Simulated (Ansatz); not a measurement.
# BLYP/cc-pVDZ run of CH4BClS (SMILES CSBCl)

What is the vertical ionisation energy of CH4BClS at BLYP/cc-pVDZ? 

The results are computed with Ansatz 0.2.0.

94 further runs of the same task are left out: 94 set aside as unsound or not needed.

### Step 1. Starting point

CH4BClS has 8 atoms, charge 0, and is taken as a singlet. SMILES: `CSBCl`. Geometry: relaxed at PBE0-D4/def2-TZVP. This is one conformer, not always the lowest.

Bond lengths: C1–S2 1.810 Å, S2–B3 1.766 Å, B3–Cl4 1.749 Å, C1–H5 1.088 Å, C1–H6 1.089 Å, C1–H7 1.089 Å, B3–H8 1.191 Å. Angles: C1–S2–B3 103.2°, S2–B3–Cl4 119.0°, S2–C1–H5 110.2°, S2–C1–H6 109.0°, S2–C1–H7 109.0°, S2–B3–H8 121.7°, Cl4–B3–H8 119.3°, H5–C1–H6 109.7°, H5–C1–H7 109.7°, H6–C1–H7 109.3°.

### Step 2. A single-point energy at BLYP/cc-pVDZ

File job.yaml:

```yaml
basis:
  gaussian:
    orbitals: cc-pVDZ
crystal:
  periodic: [false, false, false]
  atoms:
    - symbol: C
      position_ang: [-0.471000, 1.184200, 0.216300]
    - symbol: S
      position_ang: [0.979400, 0.341100, -0.461900]
    - symbol: B
      position_ang: [0.578900, -1.367600, -0.269600]
    - symbol: Cl
      position_ang: [1.728300, -2.572200, -0.805600]
    - symbol: H
      position_ang: [-1.201900, 0.455300, 0.560900]
    - symbol: H
      position_ang: [-0.157800, 1.812600, 1.049100]
    - symbol: H
      position_ang: [-0.912200, 1.808700, -0.559500]
    - symbol: H
      position_ang: [-0.451500, -1.719100, 0.214500]
hamiltonian:
  xc: {name: BLYP}
accuracy: high
output: {orbitals: {seedname: orbitals}}
```

The run is started by

```console
$ ansatz run job.yaml --threads 1 --pin off --max-ram 2610MiB --events-out events.jsonl --progress --plain --runs-dir runs
```

Log:

```text
Warning: RAYON_NUM_THREADS=1 ignored (pool sized by the plan → 1); use --threads N
Functional definition: BLYP
  name "BLYP"
  parameter beta = 0.0042
  parameter a = 0.04918
  parameter b = 0.132
  parameter c = 0.2533
  parameter d = 0.349
  exchange = b88_x(beta = beta)
  correlation = lyp_c(a = a, b = b, c = c, d = d)
1973 factors; integrals over basis functions are off by at most 6.8e-9 eV
mean field evaluation 1: about -25130.7647 eV, gradient 4.8e1 eV
mean field evaluation 2: about -25122.3884 eV, gradient 7.0e1 eV
mean field evaluation 4: about -25136.9226 eV, gradient 2.6e0 eV
mean field evaluation 8: about -25136.9371 eV, gradient 4.6e-2 eV
mean field evaluation 16: about -25136.9371 eV, gradient 3.8e-6 eV
mean field -25136.93712196 eV, -923.7654008043 hartree, gradient 7.4e-8 eV, S^2 0.000000; 0 other end points of the search recorded, 0 dependent functions left out
reference -25136.93717575 eV, -923.7654027807 hartree; 24, 24 occupied and 60, 60 virtual orbitals, 1973 factors
Total energy: -25136.93717575 eV, -923.7654027807 hartree
```

Wall time 6.9 s (1 thread of Arm Neoverse V1, shared host); peak memory 0.22 GiB.

### Step 3. The doublet cation at the same level

File run.yaml:

```yaml
basis:
  gaussian:
    orbitals: cc-pVDZ
crystal:
  periodic: [false, false, false]
  atoms:
    - {symbol: C, position_ang: [-0.471000, 1.184200, 0.216300]}
    - {symbol: S, position_ang: [0.979400, 0.341100, -0.461900]}
    - {symbol: B, position_ang: [0.578900, -1.367600, -0.269600]}
    - {symbol: Cl, position_ang: [1.728300, -2.572200, -0.805600]}
    - {symbol: H, position_ang: [-1.201900, 0.455300, 0.560900]}
    - {symbol: H, position_ang: [-0.157800, 1.812600, 1.049100]}
    - {symbol: H, position_ang: [-0.912200, 1.808700, -0.559500]}
    - {symbol: H, position_ang: [-0.451500, -1.719100, 0.214500]}
total_charge: 1
magnetization:
  spin_polarized: true
  initial_magnetization: 1
hamiltonian:
  xc: {name: BLYP}
accuracy: high
output: {orbitals: {seedname: orbitals}}
```

The run is started by

```console
$ ansatz run run.yaml --threads 1 --pin off --max-ram 2610MiB --events-out events.jsonl --progress --plain --runs-dir runs
```

Log, cut to the lines that bear on the results:

```text
Warning: RAYON_NUM_THREADS=1 ignored (pool sized by the plan → 1); use --threads N
[... 9 set-up lines as earlier in the session ...]
1973 factors; integrals over basis functions are off by at most 6.8e-9 eV
mean field evaluation 1: about -25117.2855 eV, gradient 4.4e1 eV
mean field evaluation 2: about -25092.5143 eV, gradient 6.9e1 eV
mean field evaluation 4: about -25127.2798 eV, gradient 5.7e0 eV
mean field evaluation 8: about -25127.5142 eV, gradient 2.4e-1 eV
mean field evaluation 16: about -25127.5083 eV, gradient 2.5e-4 eV
mean field evaluation 32: about -25127.4860 eV, gradient 9.5e-1 eV
mean field -25127.50827324 eV, -923.4188970049 hartree, gradient 7.5e-8 eV, S^2 0.753413; 4 other end points of the search recorded, 0 dependent functions left out
reference -25127.50832606 eV, -923.4188989459 hartree; 24, 23 occupied and 60, 61 virtual orbitals, 1973 factors
Total energy: -25127.50832606 eV, -923.4188989459 hartree
```

It took 15 s on 1 thread of Arm Neoverse V1, shared host; peak memory 0.27 GiB.

### Step 4. Summary of results

Level: BLYP/cc-pVDZ.

| quantity | value |
| --- | --- |
| singlet CH4BClS: total energy | -923.76540 Eh |
| singlet CH4BClS: HOMO energy | -6.23 eV |
| singlet CH4BClS: LUMO energy | -1.55 eV |
| singlet CH4BClS: HOMO–LUMO gap | 4.69 eV |
| doublet cation: total energy | -923.41890 Eh |
| doublet cation: HOMO energy (highest over α and β) | -12.77 eV |
| doublet cation: LUMO energy (lowest over α and β) | -12.58 eV |
| doublet cation: ⟨S²⟩ | 0.753 |
| vertical ionisation energy (to the doublet cation) | 9.429 eV |

The vertical ionisation energy comes to 9.43 eV (217 kcal/mol). −ε(HOMO) before ionisation, 6.23 eV, is 3.20 eV below this ionisation energy.
